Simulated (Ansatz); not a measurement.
# C2H9AlN2: basis-set convergence

Aim: see how fast density functionals converge with the basis set for C2H9AlN2.

Computed with Ansatz 0.2.0, Gaussian basis. Level: one geometry, several basis sets.

The runs, in order: PBE0-D4/def2-SVP; ωB97M-V/def2-SVP; PBE0-D4/def2-QZVPP; ωB97M-V/def2-QZVPP; the functionals' def2-TZVPP values are taken from earlier runs.

## Step 1: The relaxed structure

All runs share one geometry, relaxed beforehand with PBE0-D4 in a triple-zeta def2 set.

SMILES `C[CH2][Al]([NH2])[NH2]`, 14 atoms, charge 0, spin multiplicity 1.

Atoms are counted from 1 here; the program's logs count them from 0.

Bond lengths: C1–C2 1.530 Å, C1–H6 1.094 Å, C1–H7 1.095 Å, C1–H8 1.094 Å, C2–Al3 1.958 Å, C2–H9 1.097 Å, C2–H10 1.097 Å, Al3–N4 1.774 Å, Al3–N5 1.774 Å, N4–H11 1.006 Å, N4–H12 1.007 Å, N5–H13 1.006 Å, N5–H14 1.006 Å. Angles: C2–C1–H6 111.7°, C2–C1–H7 112.3°, C2–C1–H8 111.6°, H6–C1–H7 107.0°, H6–C1–H8 106.9°, H7–C1–H8 107.0°, C1–C2–Al3 115.0°, C1–C2–H9 109.9°, C1–C2–H10 109.9°, Al3–C2–H9 108.4°, Al3–C2–H10 108.4°, H9–C2–H10 104.7°, C2–Al3–N4 119.9°, C2–Al3–N5 121.2°, N4–Al3–N5 118.9°, Al3–N4–H11 126.4°, Al3–N4–H12 123.7°, H11–N4–H12 109.9° and more.

## Step 2: PBE0-D4 in def2-SVP

in.yaml

```yaml
crystal:
  periodic: [false, false, false]
  atoms:
    - {symbol: C, position_ang: [-1.234409, 1.494453, 0.735454]}
    - {symbol: C, position_ang: [0.223255, 1.139483, 0.437238]}
    - {symbol: Al, position_ang: [0.504377, -0.648258, -0.311209]}
    - {symbol: N, position_ang: [-0.883007, -1.716764, -0.594322]}
    - {symbol: N, position_ang: [2.130103, -1.229861, -0.717945]}
    - {symbol: H, position_ang: [-1.852392, 1.454090, -0.166288]}
    - {symbol: H, position_ang: [-1.340582, 2.501166, 1.151693]}
    - {symbol: H, position_ang: [-1.679052, 0.801755, 1.455955]}
    - {symbol: H, position_ang: [0.653222, 1.875466, -0.253836]}
    - {symbol: H, position_ang: [0.824370, 1.230834, 1.350714]}
    - {symbol: H, position_ang: [-0.851140, -2.648673, -0.972772]}
    - {symbol: H, position_ang: [-1.835224, -1.461581, -0.391042]}
    - {symbol: H, position_ang: [2.357349, -2.130805, -1.104691]}
    - {symbol: H, position_ang: [2.970230, -0.690505, -0.590349]}
basis:
  gaussian: {orbitals: def2-SVP}
hamiltonian: {xc: pbe0, dispersion: d4}
output: {orbitals: {seedname: orbitals}}
```

Further steps of the session: ωB97M-V in def2-SVP; PBE0-D4 in def2-QZVPP; ωB97M-V in def2-QZVPP.

Q: Predict the results of all the runs planned. Wanted: PBE0-D4: double and triple zeta above quadruple; ωB97M-V: double and triple zeta above quadruple.

**Answer**, as computed:

```
                                       quantity          value
PBE0-D4: double and triple zeta above quadruple  9.06, 0.55 eV
ωB97M-V: double and triple zeta above quadruple  9.32, 0.53 eV
```

What this shows: For PBE0-D4 the step from double to triple zeta gains 8.51 eV and the next only 0.55 eV. These are total energies; as a rule much of such shifts cancels in differences, which this series doesn't test. The LUMO of ωB97M-V is positive and keeps falling with the basis (2.29 to 1.22 eV): an unbound level that the basis holds in place.
